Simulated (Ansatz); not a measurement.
# Al: the cost of one run

Program: Ansatz 0.2.0. Level of theory: DFT PBE, scalar-relativistic, plane waves, PAW. These are calculated values, not measurements.

### 1 Starting point

It takes space group Fm-3m (No. 225, cubic). Conventional cell: a = 4.050 Å, b = 4.050 Å, c = 4.050 Å, α = 90.00°, β = 90.00°, γ = 90.00°. Al (site symmetry m-3m) is surrounded by 12 Al at 2.86 Å.

As a file:

```
Al
1.0
     0.00000    8.09922    8.09922
     8.09922    0.00000    8.09922
     8.09922    8.09922    0.00000
Al
64
Direct
  0.00000 0.00000 0.00000
  0.00000 0.00000 0.25000
  0.00000 0.00000 0.50000
  0.00000 0.00000 0.75000
  0.00000 0.25000 0.00000
  0.00000 0.25000 0.25000
  0.00000 0.25000 0.50000
  0.00000 0.25000 0.75000
  0.00000 0.50000 0.00000
  0.00000 0.50000 0.25000
  0.00000 0.50000 0.50000
  0.00000 0.50000 0.75000
  0.00000 0.75000 0.00000
  0.00000 0.75000 0.25000
  0.00000 0.75000 0.50000
  0.00000 0.75000 0.75000
  0.25000 0.00000 0.00000
  0.25000 0.00000 0.25000
  0.25000 0.00000 0.50000
  0.25000 0.00000 0.75000
  0.25000 0.25000 0.00000
  0.25000 0.25000 0.25000
  0.25000 0.25000 0.50000
  0.25000 0.25000 0.75000
  0.25000 0.50000 0.00000
  0.25000 0.50000 0.25000
  0.25000 0.50000 0.50000
  0.25000 0.50000 0.75000
  0.25000 0.75000 0.00000
  0.25000 0.75000 0.25000
  0.25000 0.75000 0.50000
  0.25000 0.75000 0.75000
  0.50000 0.00000 0.00000
  0.50000 0.00000 0.25000
  0.50000 0.00000 0.50000
  0.50000 0.00000 0.75000
  0.50000 0.25000 0.00000
  0.50000 0.25000 0.25000
  0.50000 0.25000 0.50000
  0.50000 0.25000 0.75000
  0.50000 0.50000 0.00000
  0.50000 0.50000 0.25000
  0.50000 0.50000 0.50000
  0.50000 0.50000 0.75000
  0.50000 0.75000 0.00000
  0.50000 0.75000 0.25000
  0.50000 0.75000 0.50000
  0.50000 0.75000 0.75000
  0.75000 0.00000 0.00000
  0.75000 0.00000 0.25000
  0.75000 0.00000 0.50000
  0.75000 0.00000 0.75000
  0.75000 0.25000 0.00000
  0.75000 0.25000 0.25000
  0.75000 0.25000 0.50000
  0.75000 0.25000 0.75000
  0.75000 0.50000 0.00000
  0.75000 0.50000 0.25000
  0.75000 0.50000 0.50000
  0.75000 0.50000 0.75000
  0.75000 0.75000 0.00000
  0.75000 0.75000 0.25000
  0.75000 0.75000 0.50000
  0.75000 0.75000 0.75000
```

The runs take a perfect supercell of 64 atoms; the defect goes to fractional position (0.500, 0.083, 0.833).

### 2 The perfect supercell

Input file input.yaml:

```yaml
crystal:
  lattice:
    - [0.0, 8.09922, 8.09922]
    - [8.09922, 0.0, 8.09922]
    - [8.09922, 8.09922, 0.0]
  atoms:
    - { symbol: Al, position: [0.0, 0.0, 0.0] }
    - { symbol: Al, position: [0.0, 0.0, 0.25] }
    - { symbol: Al, position: [0.0, 0.0, 0.5] }
    - { symbol: Al, position: [0.0, 0.0, 0.75] }
    - { symbol: Al, position: [0.0, 0.25, 0.0] }
    - { symbol: Al, position: [0.0, 0.25, 0.25] }
    - { symbol: Al, position: [0.0, 0.25, 0.5] }
    - { symbol: Al, position: [0.0, 0.25, 0.75] }
    - { symbol: Al, position: [0.0, 0.5, 0.0] }
    - { symbol: Al, position: [0.0, 0.5, 0.25] }
    - { symbol: Al, position: [0.0, 0.5, 0.5] }
    - { symbol: Al, position: [0.0, 0.5, 0.75] }
    - { symbol: Al, position: [0.0, 0.75, 0.0] }
    - { symbol: Al, position: [0.0, 0.75, 0.25] }
    - { symbol: Al, position: [0.0, 0.75, 0.5] }
    - { symbol: Al, position: [0.0, 0.75, 0.75] }
    - { symbol: Al, position: [0.25, 0.0, 0.0] }
    - { symbol: Al, position: [0.25, 0.0, 0.25] }
    - { symbol: Al, position: [0.25, 0.0, 0.5] }
    - { symbol: Al, position: [0.25, 0.0, 0.75] }
    - { symbol: Al, position: [0.25, 0.25, 0.0] }
    - { symbol: Al, position: [0.25, 0.25, 0.25] }
    - { symbol: Al, position: [0.25, 0.25, 0.5] }
    - { symbol: Al, position: [0.25, 0.25, 0.75] }
    - { symbol: Al, position: [0.25, 0.5, 0.0] }
    - { symbol: Al, position: [0.25, 0.5, 0.25] }
    - { symbol: Al, position: [0.25, 0.5, 0.5] }
    - { symbol: Al, position: [0.25, 0.5, 0.75] }
    - { symbol: Al, position: [0.25, 0.75, 0.0] }
    - { symbol: Al, position: [0.25, 0.75, 0.25] }
    - { symbol: Al, position: [0.25, 0.75, 0.5] }
    - { symbol: Al, position: [0.25, 0.75, 0.75] }
    - { symbol: Al, position: [0.5, 0.0, 0.0] }
    - { symbol: Al, position: [0.5, 0.0, 0.25] }
    - { symbol: Al, position: [0.5, 0.0, 0.5] }
    - { symbol: Al, position: [0.5, 0.0, 0.75] }
    - { symbol: Al, position: [0.5, 0.25, 0.0] }
    - { symbol: Al, position: [0.5, 0.25, 0.25] }
    - { symbol: Al, position: [0.5, 0.25, 0.5] }
    - { symbol: Al, position: [0.5, 0.25, 0.75] }
    - { symbol: Al, position: [0.5, 0.5, 0.0] }
    - { symbol: Al, position: [0.5, 0.5, 0.25] }
    - { symbol: Al, position: [0.5, 0.5, 0.5] }
    - { symbol: Al, position: [0.5, 0.5, 0.75] }
    - { symbol: Al, position: [0.5, 0.75, 0.0] }
    - { symbol: Al, position: [0.5, 0.75, 0.25] }
    - { symbol: Al, position: [0.5, 0.75, 0.5] }
    - { symbol: Al, position: [0.5, 0.75, 0.75] }
    - { symbol: Al, position: [0.75, 0.0, 0.0] }
    - { symbol: Al, position: [0.75, 0.0, 0.25] }
    - { symbol: Al, position: [0.75, 0.0, 0.5] }
    - { symbol: Al, position: [0.75, 0.0, 0.75] }
    - { symbol: Al, position: [0.75, 0.25, 0.0] }
    - { symbol: Al, position: [0.75, 0.25, 0.25] }
    - { symbol: Al, position: [0.75, 0.25, 0.5] }
    - { symbol: Al, position: [0.75, 0.25, 0.75] }
    - { symbol: Al, position: [0.75, 0.5, 0.0] }
    - { symbol: Al, position: [0.75, 0.5, 0.25] }
    - { symbol: Al, position: [0.75, 0.5, 0.5] }
    - { symbol: Al, position: [0.75, 0.5, 0.75] }
    - { symbol: Al, position: [0.75, 0.75, 0.0] }
    - { symbol: Al, position: [0.75, 0.75, 0.25] }
    - { symbol: Al, position: [0.75, 0.75, 0.5] }
    - { symbol: Al, position: [0.75, 0.75, 0.75] }
basis:
  ecutwfc: 420
  fft_grid_basis: typed
kpoints:
  mp_grid: { grid: [1, 1, 1] }
hamiltonian:
  xc: pbe
  pseudopotentials: { kind: paw }
scf:
  occupations: { method: gaussian, width: 0.05 }
output:
  forces: true
  stress: false
  eigenvalues: true
  bader: false
  write_density: true
  volumetric_format: npy
```

Launch:

```
ansatz run input.yaml --threads 4 --pin off --max-ram 10240MiB --backend cpu --events-out ev --progress --plain --runs-dir out
```

What time and memory should one allow on 4 threads of Intel Xeon 6975P-C (Granite Rapids), shared host?

About 1.5 s, with a peak of 1 GiB.
